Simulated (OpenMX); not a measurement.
Runs of OpenMX 3.8.5 on BiS. It takes space group R-3m (No. 166, trigonal). The conventional cell has a = 4.219 Å, b = 4.219 Å, c = 10.501 Å, α = 90.00°, β = 90.00°, γ = 120.00°. Bi (site symmetry -3m) has 6 S at 3.00 Å as nearest neighbours. S (site symmetry -3m) is surrounded by 6 Bi at 3.00 Å. The cell was built by a generator and needn't be a form met in nature.

```csv
level,gap on the mesh (eV),pressure (GPa)
PBE+D3,none,(a)
PBE,none,-0.5
PBE+D4,none,-2.8
PBE+D3(BJ),none,-2.8
```

Alike in all rows: task single point; potentials or basis OpenMX 2013 PBE set, Bi8.0-s3p2d2f1, S7.0-s2p2d1f1, grid cutoff 500 Ry; no spin polarisation; cell as given; k mesh 7 × 7 × 7; smearing fermi-dirac 0.05 eV.

Task: Estimate the missing entries.

Result: (a) -1.4.

Caveats: spin-orbit coupling is left out, which moves the levels of the heavy elements; the basis of atomic orbitals isn't converged, which shifts pressures, moduli and gaps; pairwise dispersion overbinds metals, which lowers pressure and volume (some runs).

A k mesh can miss the band edges, and the runs leave out spin-orbit coupling on Bi.

A gap of «none» marks a metal or a gap under the smearing width.
